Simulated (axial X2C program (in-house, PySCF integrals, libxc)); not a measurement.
**All-electron X2C curves of SeAl⁺**

What are the state, bond length, wavenumber and bond energy of SeAl⁺, and what does spin–orbit coupling change?

The runs use an in-house X2C program for linear molecules on PySCF integrals; all-electron X2C, Se dyall-cv3z, Al dyall-v3z.

All values are calculated.

## 1. Input

task.json

```json
{
 "zs": [
  34,
  13
 ],
 "q": 1,
 "bas": [
  "dyall-cv3z",
  "dyall-v3z"
 ],
 "levels": [
  "PBE0",
  "HF",
  "B3LYP"
 ],
 "cc": true,
 "r0": 2.2,
 "thr": -2.0,
 "nmax": 90,
 "npts": 10,
 "nst": 2,
 "ntry": 6
}
```

Keys: zs atomic numbers; q charge; bas basis sets; levels methods (HF also brings MP2); cc coupled cluster on or off; r0 starting distance in Å; thr threshold in hartree for freezing inner shells (an s shell follows its p shell); nmax most natural virtual spinors; npts points asked for on the curve; nst determinants followed; ntry starts of the search.

Launch:

```
> python so2c.py task.json out
```

Spin-free means the one-electron spin-free X2C Hamiltonian; two-component (2c) means X2C with spin–orbit coupling and atomic mean-field two-electron Coulomb and Gaunt terms. Basis: Se dyall-cv3z contracted to [8s9p6d4f1g], Al dyall-v3z contracted to [8s8p2d1f]; Gaussian nuclei, density fitting. Masses: Se 79.917 u, Al 26.982 u.

Notation: σ, π±, δ± give the projection m of an orbital's angular momentum (0, ±1, ±2), α and β its spin, Λ and M_S the sums; ω is the projection of a spinor's total angular momentum and Ω the sum. Logs are in hartree.

The results follow Hamiltonian by Hamiltonian and level by level.

## 2. Search for the lowest determinant

PBE0 moves the distance from 2.200 Å to 2.345 Å and compares determinants there.

Spin-free determinants:

```
ΔE (eV)           state                              open shells
   0.00  M_S = 1, Λ = 1  beyond closed shells: σα, π+α, π+β, π-α
   0.13  M_S = 0, Λ = 1  beyond closed shells: σβ, π+α, π+β, π-α
   0.91  M_S = 0, Λ = 0                             closed shell
   0.97  M_S = 1, Λ = 0           beyond closed shells: π+α, π-α
   2.07  M_S = 0, Λ = 0           beyond closed shells: π+β, π-α
   2.07  M_S = 0, Λ = 2           beyond closed shells: π+α, π+β
   3.04  M_S = 1, Λ = 0             beyond closed shells: 2 × σα
```

Two-component determinants:

```tsv
ΔE (eV)	state	open shells
0.00	Ω = 2	excess of +ω over −ω: ω = 1/2, ω = 3/2
0.12	Ω = 1	excess of +ω over −ω: ω = -1/2, ω = 3/2
0.35	Ω = 1	excess of +ω over −ω: 2 × ω = 1/2
0.68	Ω = 0	closed shell
1.94	Ω = 0	closed shell
3.47	Ω = 3	excess of +ω over −ω: 2 × ω = 3/2
4.80	Ω = 4	excess of +ω over −ω: 2 × ω = 1/2, 2 × ω = 3/2
```

## 3. PBE0, spin-free

State followed: M_S = 1, Λ = 1 (beyond closed shells: σα, π+α, π+β, π-α). The scan is laid around 2.345 Å, a first estimate of the minimum, and this SCF restarts from the orbitals of the search.

The SCF at the reference distance of 2.345 Å:

```text
spin-free X2C-1e  PBE0
basis functions 151  fitting functions 897  grid points 5081
iter        total energy     max residual
   1      -2672.124215468     1.65e-05
   2      -2672.124215483     1.34e-05
   3      -2672.124215488     6.21e-06
   4      -2672.124215490     2.39e-06
   5      -2672.124215490     7.47e-07
converged
one-electron -3905.32480550  Coulomb 1240.14061883  exact exchange -26.20051970  xc functional -80.48207937  nuclear repulsion 99.74257025
```

Along the bond, energies from the lowest point:

```
R (Å)  E (eV)  μ (D)  HOMO (eV)  LUMO (eV)  iterations
2.040  0.5983   5.00     -13.37     -11.48          11
2.134  0.2267   5.37     -13.43     -11.20          11
2.204  0.0784   5.63     -13.27     -11.01          11
2.275  0.0102   5.88     -13.08     -10.83          11
2.345  0.0000   6.12     -12.92     -10.66           5
2.427  0.0374   6.37     -12.74     -10.49          11
2.509  0.1082   6.61     -12.58     -10.34          11
2.615  0.2221   6.90     -12.39     -10.34          11
2.744  0.3678   7.27     -12.19     -10.30          11
2.931  0.5536   7.86     -11.92     -10.14          12
```

Dipoles are positive if Al is the positive end and refer to the centre of mass.

Outer orbitals at the reference distance:

```csv
symmetry,occupied,ε (eV),atomic character
σα,yes,-26.10,"79% Se s, 9% Al p, 6% Al s"
σβ,yes,-24.48,"78% Se s, 9% Al p, 7% Al s"
σα,yes,-16.94,"46% Se p, 46% Al s, 5% Se s"
σβ,yes,-15.77,"45% Se p, 44% Al s, 6% Se s"
π+α,yes,-14.03,"86% Se p, 8% Al p, 5% Al d"
π-α,yes,-14.03,"86% Se p, 8% Al p, 5% Al d"
σα,yes,-13.51,"33% Al s, 33% Al p, 31% Se p"
π+β,yes,-12.92,"82% Se p, 11% Al p, 5% Al d"
π-β,no,-10.66,"78% Se p, 15% Al p, 5% Al d"
σβ,no,-10.26,"38% Al s, 30% Se p, 28% Al p"
π+α,no,-7.82,"86% Al p, 7% Se p, 4% Se d"
π-α,no,-7.82,"86% Al p, 7% Se p, 4% Se d"
```

PBE0 fields in the half plane through the axis: z from -2.4 to 4.5 Å across, distance from the axis 0.15 to 2.25 Å upwards; Se lies at z = 0 and Al at z = 2.345 Å; the ELF is damped to zero where the density is low.

log10 density (e/bohr³). Ten even steps from '0' (-4.90 ) to '9' (1.42 ):
```
001112222222222222221110
011223333333333333322211
012233444444333333333221
112334455544444444443322
123345555555544444444332
123445666665555555544432
123455677766555676554433
223456689866556897654433
```

ELF. Ten even steps from ' ' (0.00 ) to '@' (1.00 ):
```
              ........            ....          
          ..::------::..........--++**++==..    
      ..::==++****++==--::::::==**%%@@@@%%**::  
      ::==**########**++======++##@@@@@@@@@@##..
    ..--**##%%%%######******++--==##@@@@@@@@@@++
    ::++##%%##==--==**####**::    ..**@@@@@@@@%%
    --++####--::==::::####==  ++##::..%%@@@@@@@@
  ..--**##**..##::##..**##::::%%==%%..##@@@@@@@@
```

Re = 2.324 Å, ωe = 348 cm⁻¹, ωexe = 3.14 cm⁻¹, Be = 0.1547 cm⁻¹, De = 1.03 eV, μ = 6.05 D.

## 4. HF, spin-free

Output at 2.345 Å:

```text
spin-free X2C-1e  HF
basis functions 151  fitting functions 897  grid points 5081
iter        total energy     max residual
   1      -2670.243695223     1.63e-01
   2      -2670.264854867     6.13e-03
   3      -2670.265908111     3.97e-03
   4      -2670.266127007     2.31e-03
   5      -2670.266236512     1.19e-03
   6      -2670.266276892     2.71e-04
   7      -2670.266280891     1.57e-04
   8      -2670.266282395     8.23e-05
   9      -2670.266283086     2.99e-05
  10      -2670.266283175     1.04e-05
  11      -2670.266283188     6.60e-06
  12      -2670.266283194     2.98e-06
  13      -2670.266283195     8.38e-07
converged
one-electron -3905.49316879  Coulomb 1240.39333247  exact exchange -104.90901713  xc functional 0.00000000  nuclear repulsion 99.74257025
```

Re = 2.340 Å, ωe = 294.9 cm⁻¹, ωexe = 9.02 cm⁻¹, Be = 0.1526 cm⁻¹, De = 0.185 eV, μ = 6.67 D.

## 5. B3LYP, spin-free

Output at 2.345 Å:

```text
spin-free X2C-1e  B3LYP
basis functions 151  fitting functions 897  grid points 5081
iter        total energy     max residual
   1      -2672.586608412     3.82e-02
   2      -2672.588300275     1.84e-03
   3      -2672.588312783     1.03e-03
   4      -2672.588332136     5.84e-04
   5      -2672.588340029     1.34e-04
   6      -2672.588340462     6.78e-05
   7      -2672.588340568     1.75e-05
   8      -2672.588340581     8.06e-06
   9      -2672.588340583     2.15e-06
converged
one-electron -3905.34504111  Coulomb 1240.15469285  exact exchange -20.95699120  xc functional -86.18357138  nuclear repulsion 99.74257025
```

Re = 2.355 Å, ωe = 319 cm⁻¹, ωexe = 3.38 cm⁻¹, Be = 0.1507 cm⁻¹, De = 0.874 eV, μ = 6.08 D.

## 6. MP2 and beyond, spin-free

Correlated methods: 8 electrons correlated (frozen shells, counted by type: Se 3 s, 2 p, 1 d; Al 2 s, 1 p), 186 virtual spinors in MP2, 90 natural virtuals in coupled cluster.

Output of the correlated part at 2.345 Å:

```text
correlated 8  virtual 186  natural virtual 90  E(MP2) -0.153186036  MP2 remainder -0.003066457
iter   CCSD correlation   residual
   1     -0.166364656   1.07e-01
   2     -0.172704180   4.84e-02
   3     -0.173862532   2.06e-02
   4     -0.174125809   9.72e-03
   5     -0.174187971   3.12e-03
   6     -0.174193541   1.26e-03
   7     -0.174202186   5.70e-04
   8     -0.174202004   2.43e-04
   9     -0.174201158   1.06e-04
  10     -0.174201746   4.30e-05
  11     -0.174201920   1.70e-05
  12     -0.174202089   7.05e-06
  13     -0.174202114   3.27e-06
  14     -0.174202144   1.59e-06
  15     -0.174202157   7.13e-07
(T) -0.008247104  T1 0.0321  D1 0.0460  max T2 0.083
```

T1 in the output is the amplitude norm over the root of the electron number; divide by √2 for the Lee–Taylor value.

MP2: Re = 2.311 Å, ωe = 379 cm⁻¹, Be = 0.1564 cm⁻¹, De = 0.787 eV.

CCSD: Re = 2.353 Å, ωe = 311 cm⁻¹, ωexe = 4.64 cm⁻¹, Be = 0.151 cm⁻¹, De = 0.614 eV. T1 at Re = 0.023 (Lee–Taylor, the printed value over √2).

CCSD(T): Re = 2.347 Å, ωe = 329 cm⁻¹, ωexe = 4.06 cm⁻¹, Be = 0.1518 cm⁻¹, De = 0.742 eV. T1 at Re = 0.023 (Lee–Taylor, the printed value over √2).

## 7. A higher determinant, spin-free

State: M_S = 0, Λ = 1 (beyond closed shells: σβ, π+α, π+β, π-α).

Output at the reference distance:

```text
spin-free X2C-1e  PBE0
basis functions 151  fitting functions 897  grid points 5081
iter        total energy     max residual
   1      -2672.119471348     7.11e-06
   2      -2672.119471350     4.71e-06
converged
one-electron -3905.34032895  Coulomb 1240.15722463  exact exchange -26.19932189  xc functional -80.47961538  nuclear repulsion 99.74257025
```

```
R (Å)  E above the lowest PBE0 point (eV)
2.040                               0.682
2.134                               0.320
2.204                               0.181
2.275                               0.125
2.345                               0.129
2.427                               0.186
2.509                               0.279
2.615                               0.424
2.744                               0.607
```

Re = 2.303 Å, ωe = 377 cm⁻¹, ωexe = 2.66 cm⁻¹, Be = 0.1575 cm⁻¹, μ = 6.09 D. ⟨S²⟩ = 1.01 against 0.00 for a pure state, so this determinant mixes spins. Te = 0.12 eV. As a difference of two determinants it need not be a gap between pure terms.

## 8. The spin-free curves together

Energy (eV) of the followed determinant, spin-free, from each level's lowest point:

```
R (Å)   PBE0     HF    MP2   CCSD  CCSD(T)  B3LYP
2.040  0.598  0.610  0.604    n/a      n/a  0.668
2.134  0.227  0.234  0.219  0.270    0.273  0.277
2.204  0.078  0.086  0.067  0.108    0.107  0.113
2.275  0.010  0.017  0.002  0.025    0.024  0.028
2.345  0.000  0.000  0.000  0.000    0.000  0.000
2.427  0.037  0.019  0.051  0.017    0.022  0.017
2.509  0.108  0.055  0.134  0.062    0.076  0.067
2.615  0.222  0.105  0.249  0.139    0.165  0.156
2.744  0.368  0.155  0.368    n/a      n/a  0.274
2.931  0.554  0.204  0.488    n/a      n/a  0.427
```

## 9. PBE0, 2c

State followed: Ω = 2 (excess of +ω over −ω: ω = 1/2, ω = 3/2). The scan is laid around 2.345 Å, a first estimate of the minimum, and this SCF restarts from the orbitals of the search.

The SCF at the reference distance of 2.345 Å:

```text
two-component X2C + atomic mean field  PBE0
basis functions 151  fitting functions 897  grid points 5081
iter        total energy     max residual
   1      -2671.279191057     1.57e-06
   2      -2671.279191057     2.03e-06
converged
one-electron -3903.17700735  Coulomb 1239.72404185  exact exchange -26.19134495  xc functional -80.45406687  nuclear repulsion 99.74257025  atomic mean-field constant -0.92338399
```

Along the bond, energies from the lowest point:

```
R (Å)  E (eV)  μ (D)  HOMO (eV)  LUMO (eV)  iterations
2.040  0.6071   5.00     -13.34     -11.37          11
2.134  0.2332   5.36     -13.36     -11.09          11
2.204  0.0829   5.62     -13.30     -10.90          11
2.275  0.0126   5.87     -13.15     -10.72          11
2.345  0.0000   6.10     -13.00     -10.56           2
2.427  0.0343   6.35     -12.83     -10.38          11
2.509  0.1018   6.58     -12.67     -10.32          11
2.615  0.2111   6.87     -12.50     -10.32          12
2.744  0.3514   7.22     -12.30     -10.27          12
2.931  0.5307   7.81     -12.04     -10.11          13
```

Dipoles are positive if Al is the positive end and refer to the centre of mass.

Outer spinors at the reference distance:

| ω | occupied | ε (eV) | atomic character | λ mixture |
| --- | --- | --- | --- | --- |
| 1/2 | yes | -26.08 | 79% Se s, 9% Al p, 6% Al s | 100% σ |
| -1/2 | yes | -24.47 | 78% Se s, 9% Al p, 7% Al s | 100% σ |
| 1/2 | yes | -16.93 | 46% Se p, 46% Al s, 5% Se s | 100% σ |
| -1/2 | yes | -15.77 | 46% Se p, 44% Al s, 6% Se s | 99% σ, 1% π |
| -1/2 | yes | -14.12 | 85% Se p, 8% Al p, 5% Al d | 99% π, 1% σ |
| 3/2 | yes | -13.88 | 85% Se p, 8% Al p, 5% Al d | 100% π |
| 1/2 | yes | -13.52 | 33% Se p, 32% Al s, 31% Al p | 95% σ, 5% π |
| 1/2 | yes | -13.00 | 81% Se p, 12% Al p, 5% Al d | 95% π, 5% σ |
| -3/2 | no | -10.56 | 78% Se p, 16% Al p, 5% Al d | 100% π |
| -1/2 | no | -10.24 | 37% Al s, 30% Se p, 28% Al p | 100% σ |
| -1/2 | no | -7.83 | 87% Al p, 7% Se p, 4% Se d | 100% π |
| 3/2 | no | -7.80 | 86% Al p, 7% Se p, 4% Se d | 100% π |

PBE0 fields in the half plane through the axis: z from -2.4 to 4.5 Å across, distance from the axis 0.15 to 2.25 Å upwards; Se lies at z = 0 and Al at z = 2.345 Å; the ELF is damped to zero where the density is low.

log10 density (e/bohr³). Ten even steps from ' ' (-4.90 ) to '@' (1.42 ):
```
    ......::::::::::::::::::::::::::::::......  
  ....::::----------------------------::::::....
  ..::::----============------------------::::..
....::----====++++++====================----::::
..::----==++++++++++++++++================----::
..::--====++**********++++++++++++++++======--::
..::--==++++**######****++++++**##**++++====----
::::--==++****%%@@%%****++++**%%@@##**++====----
```

ELF. Ten even steps from '0' (0.00 ) to '9' (1.00 ):
```
000000011110000001100000
000001233321111135654100
000124566543222468998620
000246777765444579999971
001367887776665347999995
002578743467762001699998
003577324227740572189999
013676172716722848179999
```

Re = 2.328 Å, ωe = 344 cm⁻¹, ωexe = 3.23 cm⁻¹, Be = 0.1542 cm⁻¹, De = 1.08 eV, μ = 6.04 D.

## 10. HF, 2c

Output at 2.345 Å:

```text
two-component X2C + atomic mean field  HF
basis functions 151  fitting functions 897  grid points 5081
iter        total energy     max residual
   1      -2669.399159029     1.63e-01
   2      -2669.420284707     6.13e-03
   3      -2669.421336271     3.93e-03
   4      -2669.421554821     2.31e-03
   5      -2669.421664384     1.19e-03
   6      -2669.421704672     2.72e-04
   7      -2669.421708529     1.49e-04
   8      -2669.421709938     7.79e-05
   9      -2669.421710616     2.96e-05
  10      -2669.421710727     1.10e-05
  11      -2669.421710750     6.89e-06
  12      -2669.421710759     2.68e-06
  13      -2669.421710760     1.16e-06
converged
one-electron -3903.34342454  Coulomb 1239.97464495  exact exchange -104.87211742  xc functional 0.00000000  nuclear repulsion 99.74257025  atomic mean-field constant -0.92338399
```

Re = 2.347 Å, ωe = 284.0 cm⁻¹, ωexe = 9.72 cm⁻¹, Be = 0.1517 cm⁻¹, De = 0.223 eV, μ = 6.66 D.

## 11. B3LYP, 2c

Output at 2.345 Å:

```text
two-component X2C + atomic mean field  B3LYP
basis functions 151  fitting functions 897  grid points 5081
iter        total energy     max residual
   1      -2671.741448979     3.82e-02
   2      -2671.743144343     1.84e-03
   3      -2671.743157628     1.05e-03
   4      -2671.743178527     5.93e-04
   5      -2671.743186713     1.32e-04
   6      -2671.743187195     6.91e-05
   7      -2671.743187334     1.73e-05
   8      -2671.743187353     8.06e-06
   9      -2671.743187355     2.15e-06
converged
one-electron -3903.19656378  Coulomb 1239.73743982  exact exchange -20.94965246  xc functional -86.15359719  nuclear repulsion 99.74257025  atomic mean-field constant -0.92338399
```

Re = 2.360 Å, ωe = 313 cm⁻¹, ωexe = 3.52 cm⁻¹, Be = 0.15 cm⁻¹, De = 0.868 eV, μ = 6.07 D.

## 12. Correlated methods, 2c

Correlated methods: 8 electrons correlated (frozen shells, counted by type: Se 3 s, 2 p, 1 d; Al 2 s, 1 p), 186 virtual spinors in MP2, 90 natural virtuals in coupled cluster.

Output of the correlated part at 2.345 Å:

```text
correlated 8  virtual 186  natural virtual 90  E(MP2) -0.153063363  MP2 remainder -0.003073126
iter   CCSD correlation   residual
   1     -0.166296434   1.07e-01
   2     -0.172646833   4.84e-02
   3     -0.173787407   2.04e-02
   4     -0.174047429   9.65e-03
   5     -0.174108476   3.11e-03
   6     -0.174114496   1.28e-03
   7     -0.174123433   6.00e-04
   8     -0.174123169   2.74e-04
   9     -0.174122151   1.37e-04
  10     -0.174122815   7.03e-05
  11     -0.174123037   3.93e-05
  12     -0.174123288   2.16e-05
  13     -0.174123264   1.10e-05
  14     -0.174123313   5.40e-06
  15     -0.174123338   2.49e-06
  16     -0.174123360   1.19e-06
  17     -0.174123366   5.87e-07
(T) -0.008201616  T1 0.0320  D1 0.0461  max T2 0.077
```

MP2: Re = 2.314 Å, ωe = 376 cm⁻¹, Be = 0.1561 cm⁻¹, De = 0.765 eV.

CCSD: Re = 2.358 Å, ωe = 305 cm⁻¹, ωexe = 4.82 cm⁻¹, Be = 0.1503 cm⁻¹, De = 0.603 eV. T1 at Re = 0.023 (Lee–Taylor, the printed value over √2).

CCSD(T): Re = 2.351 Å, ωe = 323 cm⁻¹, ωexe = 4.23 cm⁻¹, Be = 0.1512 cm⁻¹, De = 0.725 eV. T1 at Re = 0.023 (Lee–Taylor, the printed value over √2).

## 13. A higher determinant, 2c

State: Ω = 1 (excess of +ω over −ω: ω = -1/2, ω = 3/2).

Output at the reference distance:

```text
two-component X2C + atomic mean field  PBE0
basis functions 151  fitting functions 897  grid points 5081
iter        total energy     max residual
   1      -2671.274666840     4.14e-06
   2      -2671.274666840     4.43e-06
converged
one-electron -3903.18536742  Coulomb 1239.73347190  exact exchange -26.19022822  xc functional -80.45172936  nuclear repulsion 99.74257025  atomic mean-field constant -0.92338399
```

```
R (Å)  E above the lowest PBE0 point (eV)
2.040                               0.692
2.134                               0.326
2.204                               0.184
2.275                               0.124
2.345                               0.123
2.427                               0.171
2.509                               0.250
2.615                               0.345
2.744                               0.319
```

No constants are quoted: fits of two degrees disagree.

## 14. The 2c curves together

Energy (eV) of the followed determinant, 2c, from each level's lowest point:

```
R (Å)   PBE0     HF    MP2   CCSD  CCSD(T)  B3LYP
2.040  0.607  0.619  0.611    n/a      n/a  0.678
2.134  0.233  0.241  0.224  0.277    0.279  0.284
2.204  0.083  0.091  0.071  0.113    0.112  0.118
2.275  0.013  0.019  0.004  0.028    0.026  0.030
2.345  0.000  0.000  0.000  0.000    0.000  0.000
2.427  0.034  0.015  0.049  0.014    0.019  0.013
2.509  0.102  0.047  0.128  0.056    0.070  0.060
2.615  0.211  0.091  0.238  0.127    0.154  0.143
2.744  0.351  0.136  0.352    n/a      n/a  0.255
2.931  0.531  0.180  0.465    n/a      n/a  0.400
```

Time for the job: 97 s (1 thread of Arm Neoverse V1, shared host); peak memory 0.51 GiB.

## 15. Results

Lowest determinant that the search found at its distance, spin-free: M_S = 1, Λ = 1 (beyond closed shells: σα, π+α, π+β, π-α).

Lowest determinant that the search found at its distance, 2c: Ω = 2 (excess of +ω over −ω: ω = 1/2, ω = 3/2).

```csv
Hamiltonian,level,Re (Å),ωe (cm⁻¹),De (eV),μ (D)
spin-free,PBE0,2.324,348,1.03,6.05
spin-free,HF,2.340,294.9,0.185,6.67
spin-free,MP2,2.311,379,0.787,n/a
spin-free,CCSD,2.353,311,0.614,n/a
spin-free,CCSD(T),2.347,329,0.742,n/a
spin-free,B3LYP,2.355,319,0.874,6.08
2c,PBE0,2.328,344,1.08,6.04
2c,HF,2.347,284.0,0.223,6.66
2c,MP2,2.314,376,0.765,n/a
2c,CCSD,2.358,305,0.603,n/a
2c,CCSD(T),2.351,323,0.725,n/a
2c,B3LYP,2.360,313,0.868,6.07
```

Dipoles are positive if Al is the positive end and refer to the centre of mass.

Time per point (s) on 1 thread of Arm Neoverse V1, shared host (2c runs; CCSD comes with the CCSD(T) run); the times are rough: PBE0 0.45, HF 0.37, MP2 0.43, CCSD(T) 3, B3LYP 0.48.

At CCSD(T), going from spin-free to two-component changes Re by +4 mÅ, ωe by -1.6 %; the spin-free picture holds up (part of it comes from the scalar share of the two-electron terms). De moves by -0.02 eV; both De rest on single-determinant atoms, which can miss part of an open shell's spin–orbit lowering.

De refers to Se + Al+, each in the lowest determinant found, which need not be this curve's own limit. The state is a single determinant with fixed occupations, the lowest that a limited PBE0 search found. De is counted from the lowest determinant-based energies of the atoms at the same level, without counterpoise correction. Density functionals use the spin component along the axis (collinear). CCSD and (T) use frozen natural virtuals with an MP2 correction for the truncation. With several unpaired electrons one determinant need not be a pure state. T1 at Re is 0.023 (Lee–Taylor), above the customary mark of 0.02.
